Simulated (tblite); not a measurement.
# C3H9ClSSi2: the cost of one run

Computed with tblite 0.8.0 and PySCF 2.14.0, with density-fitted response routines of our own, on a single molecule in the gas phase. Atoms count from 0, in the outputs and in this text.

**1. The molecule as given**

16 atoms, charge 0, multiplicity 1; geometry from: force field or distance geometry start.

Bonds of the start (Å): Cl0–Si1 2.09, Si1–Si2 2.23, Si2–S3 2.13, S3–C4 1.79, C4–C5 1.51, C5–C6 1.51, C6–C4 1.52, Si1–H7 1.46, Si1–H8 1.48, Si2–H9 1.47, Si2–H10 1.46, C4–H11 1.11, C5–H12 1.10, C5–H13 1.12, C6–H14 1.11, C6–H15 1.10.

**2. Relaxing the molecule with GFN2-xTB**

Job settings and geometry (Å):

```
{"job": {"kind": "relax", "xc": "GFN2-xTB", "basis": "xTB"}, "charge": 0, "multiplicity": 1}
Cl     3.447400     2.465400     0.017800
Si     3.462500     0.380800     0.070600
Si     1.535700    -0.466900    -0.676400
S      0.065700     0.090400     0.760900
C     -1.545100     0.502900     0.099000
C     -2.485200    -0.559700    -0.414100
C     -2.664200    -0.015500     0.983500
H      4.601500    -0.124900    -0.695900
H      3.616200     0.005900     1.489300
H      1.698700    -1.929800    -0.642300
H      1.162200     0.048900    -1.990600
H     -1.672500     1.507200    -0.363400
H     -3.317200    -0.298100    -1.087400
H     -2.085900    -1.599100    -0.550700
H     -2.406300    -0.751900     1.779300
H     -3.421100     0.753400     1.208900
```

The run is started by

```sh
$ OMP_NUM_THREADS=1 python probes_run.py task.json out
```

The driver reads the jobs from task.json and runs them one after another.

Q: Estimate the wall time and peak memory of this first job on 1 thread of Arm Neoverse N1, shared host.

About 3.6 s, with a peak of 0.18 GiB.
